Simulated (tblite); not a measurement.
# AsH11Si5: the cost of one run

Programs: tblite 0.8.0 and PySCF 2.14.0. All values are calculated, for the isolated system unless a continuum is named. Atoms count from 0, parts from 1.

## 1. The system as given

17 atoms, charge 0, multiplicity 1; geometry: distance geometry start.

## 2. Relaxing the cluster with GFN2-xTB

The job: settings as JSON, then the geometry in Å.

```
{"job": {"kind": "relax", "xc": "GFN2-xTB", "basis": "xTB"}, "charge": 0, "multiplicity": 1}
Si     0.151514    -0.798132    -1.627533
Si    -1.671884    -1.099769    -0.362307
Si    -1.933331     0.738161     0.858211
Si    -0.006198     1.860635     0.532017
Si     1.444644     0.452019    -0.357811
As     2.668253    -0.748069     1.172766
H      0.744797    -2.078598    -2.034857
H     -0.224225     0.035092    -2.788455
H     -1.499881    -2.254505     0.552448
H     -2.805579    -1.405092    -1.234391
H     -3.029992     1.575399     0.302063
H     -2.074794     0.477156     2.290522
H     -0.298181     2.880404    -0.531108
H      0.430072     2.447791     1.773614
H      2.429781     1.205371    -1.150763
H      3.868403    -1.492941     0.484618
H      1.844588    -1.798060     1.984914
```

Level: GFN2-xTB geometry optimisation, gas phase.

Run with:

```sh
$ OMP_NUM_THREADS=1 python cluster_run.py task.json out
```

This one command runs all jobs of the session in turn.

**Question.** How long does this first job take on 1 thread of Arm Neoverse V1, shared host?

About 6 s.
